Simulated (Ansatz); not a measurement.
A first try at a single point from an input written key by key of C₂H₄F₂Se, SMILES C[Se]C(F)F, using Ansatz's Python interface.

Contents of `c2h4f2se.yaml`:
```yaml
crystal:
  atoms:
    - { symbol: C, position_ang: [1.3938, -0.1598, -0.1827] }
    - { symbol: Se, position_ang: [-0.134, -0.0212, -1.3852] }
    - { symbol: C, position_ang: [-1.4123, 0.1591, 0.077] }
    - { symbol: F, position_ang: [-1.1198, 1.2833, 0.8258] }
    - { symbol: F, position_ang: [-1.3695, -0.9618, 0.8844] }
    - { symbol: H, position_ang: [1.2774, -1.0425, 0.4792] }
    - { symbol: H, position_ang: [1.4778, 0.7599, 0.4321] }
    - { symbol: H, position_ang: [2.3187, -0.2783, -0.7834] }
    - { symbol: H, position_ang: [-2.4321, 0.2614, -0.3472] }
basis:
  gaussian: { orbitals: def2-SVP }
hamiltonian:
  xc: pbe
output:
  forces: true
```

The script, `deck_c2h4f2se.py`:
```python
import ansatz as az
import numpy as np
import pandas as pd


def main() -> None:
    session = az.Session.from_deck("c2h4f2se.yaml")
    r = session.plan(threads=1).execute().report

    for key in ("converged", "free_energy_ev", "reference_energy_ev", "n_frozen", "n_occupied", "n_virtual"):
        print(f"{key:22s} {r[key]}")
    symbols = ["C", "Se", "C", "F", "F", "H", "H", "H", "H"]

    print("forces (eV/A)")
    for symbol, f in zip(symbols, r["forces_ev_ang"]):
        print(f"  {symbol:2s} {f[0]:9.4f} {f[1]:9.4f} {f[2]:9.4f}")
    charges = r["charge_distribution"]
    table = pd.DataFrame({"atom": symbols, "mulliken": charges["mulliken_charges_e"], "lowdin": charges["lowdin_charges_e"]})
    print(table.round(3).to_string())
    print("dipole (e A):", np.round(charges["dipole_moment_e_ang"], 4) + 0.0)


if __name__ == "__main__":
    main()
```

```console
$ python deck_c2h4f2se.py
Traceback (most recent call last):
  File "deck_c2h4f2se.py", line 24, in <module>
    main()
    ~~~~^^
  File "deck_c2h4f2se.py", line 7, in main
    session = az.Session.from_deck("c2h4f2se.yaml")
ansatz.RefusalError: YAML parse error: error: line 2 column 3: crystal: missing field `lattice` (a structure is typed as `lattice` and `atoms`, a molecule's as `atoms` in Å alone, or read from a run's directory, `checkpoint`)
 --> <input>:2:3
  |
1 | crystal:
2 |   atoms:
  |   ^ crystal: missing field `lattice` (a structure is typed as `lattice` and `atoms`, a molecule's as `atoms` in Å alone, or read from a run's directory, `checkpoint`)
3 |     - { symbol: C, position_ang: [1.3938, -0.1598, -0.1827] }
4 |     - { symbol: Se, position_ang: [-0.134, -0.0212, -1.3852] }
  |
$ echo $?
1
```

What is wrong, and how is it mended?

The fault: periodic left out. Mended:

```diff
--- c2h4f2se.yaml
+++ c2h4f2se.yaml
@@ -1,0 +2 @@
+  periodic: [false, false, false]
```

With that change:

```console
$ python deck_c2h4f2se.py
converged              True
free_energy_ev         -72890.74913301042
reference_energy_ev    -72890.74913301042
n_frozen               0
n_occupied             [34, 34]
n_virtual              [74, 74]
forces (eV/A)
  C     0.3931   -0.0338    0.3331
  Se    0.0903   -0.0194   -0.3464
  C     0.1436   -0.0073    0.3527
  F    -0.2291   -0.8086   -0.0403
  F    -0.0459    0.8363   -0.0835
  H    -0.0360    0.0806   -0.0980
  H    -0.0532   -0.0766   -0.0941
  H    -0.1639    0.0167   -0.0543
  H    -0.0988    0.0120    0.0309
  atom  mulliken  lowdin
0    C    -0.186  -0.092
1   Se    -0.028   0.187
2    C     0.290  -0.168
3    F    -0.190   0.051
4    F    -0.190   0.051
5    H     0.084   0.000
6    H     0.084   0.000
7    H     0.078   0.010
8    H     0.056  -0.038
dipole (e A): [ 0.0758 -0.0105 -0.0801]
```

What to keep in mind:
- Total energies depend on the basis set; only differences at equal settings carry meaning.
- The geometry is a force-field or estimated start, not a minimum of this method, and the basis set is short of its limit.
- The Löwdin charges here are taken after orthogonalising the functions within each atom; they differ from plain Löwdin charges, and their signs can be unphysical.
- It ran for 4.3 s on 1 thread of Arm Neoverse V1 (shared host), peak memory 0.24 GiB.

(Lines on the test bed's own set-up are left out of the output.)
